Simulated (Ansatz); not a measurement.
# AlCl2H6NSi: the cost of one run

Program: Ansatz 0.2.0. Level of theory: UKS r2SCAN-D4/6-31G. These are calculated values, not measurements.

### 1 The starting structure

Bond lengths: Al1–N2 2.238 Å, Al1–Cl3 2.030 Å, Al1–Cl4 2.032 Å, Al1–Si6 2.711 Å, N2–H7 1.013 Å, N2–H8 1.013 Å, Si6–H9 1.473 Å, Si6–H10 1.469 Å, Si6–H11 1.477 Å. Angles (14 of 15 angles, heavy atoms first): N2–Al1–Cl3 106.4°, N2–Al1–Cl4 113.1°, N2–Al1–Si6 80.3°, Cl3–Al1–Cl4 125.4°, Cl3–Al1–Si6 116.9°, Cl4–Al1–Si6 105.9°, Al1–N2–H7 122.7°, Al1–N2–H8 127.7°, Al1–Si6–H9 112.2°, Al1–Si6–H10 104.7°, Al1–Si6–H11 127.7°, H7–N2–H8 108.7°, H9–Si6–H10 103.8°, H9–Si6–H11 103.5°.

Coordinates:

```xyz
11

Al   -0.6761    0.6198   -1.0958
N     1.5187    0.5631   -0.6595
Cl   -0.9406   -0.3890   -2.8377
Cl   -1.5358    2.3994   -0.6230
H     0.6530   -0.0972    0.1264
Si   -0.7036   -0.8460    1.1849
H     2.1520   -0.0776   -1.1228
H     2.0644    1.2381   -0.1381
H    -0.5710   -0.0055    2.3876
H    -2.0733   -1.3703    1.2744
H     0.1122   -2.0347    1.5036
```

### 2 Run 1

150 steps of 0.5 fs at constant energy, with velocities drawn for 1000 K.

Contents of input.yaml:

```yaml
crystal:
  periodic: [false, false, false]
  atoms:
    - { symbol: Al, position_ang: [-0.6761, 0.6198, -1.0958] }
    - { symbol: "N", position_ang: [1.5187, 0.5631, -0.6595] }
    - { symbol: Cl, position_ang: [-0.9406, -0.389, -2.8377] }
    - { symbol: Cl, position_ang: [-1.5358, 2.3994, -0.623] }
    - { symbol: H, position_ang: [0.653, -0.0972, 0.1264] }
    - { symbol: Si, position_ang: [-0.7036, -0.846, 1.1849] }
    - { symbol: H, position_ang: [2.152, -0.0776, -1.1228] }
    - { symbol: H, position_ang: [2.0644, 1.2381, -0.1381] }
    - { symbol: H, position_ang: [-0.571, -0.0055, 2.3876] }
    - { symbol: H, position_ang: [-2.0733, -1.3703, 1.2744] }
    - { symbol: H, position_ang: [0.1122, -2.0347, 1.5036] }
magnetization:
  spin_polarized: true
basis:
  gaussian: { orbitals: "6-31G" }
hamiltonian:
  xc: r2scan
  dispersion: d4
md:
  timestep: 0.5
  n_steps: 150
  ensemble: nve
  temperature: 1000.0
  initial_velocities: maxwell_boltzmann
  seed: 943212
```

Command:

```bash
ansatz run input.yaml --threads 2 --pin off --max-ram 3072MiB --backend cpu --events-out ev --progress --plain --runs-dir out
```

**Question.** How long does this run take on 2 threads of Arm Neoverse N1, shared host, and how much memory does it need?

About 30 min, with a peak of 0.23 GiB.
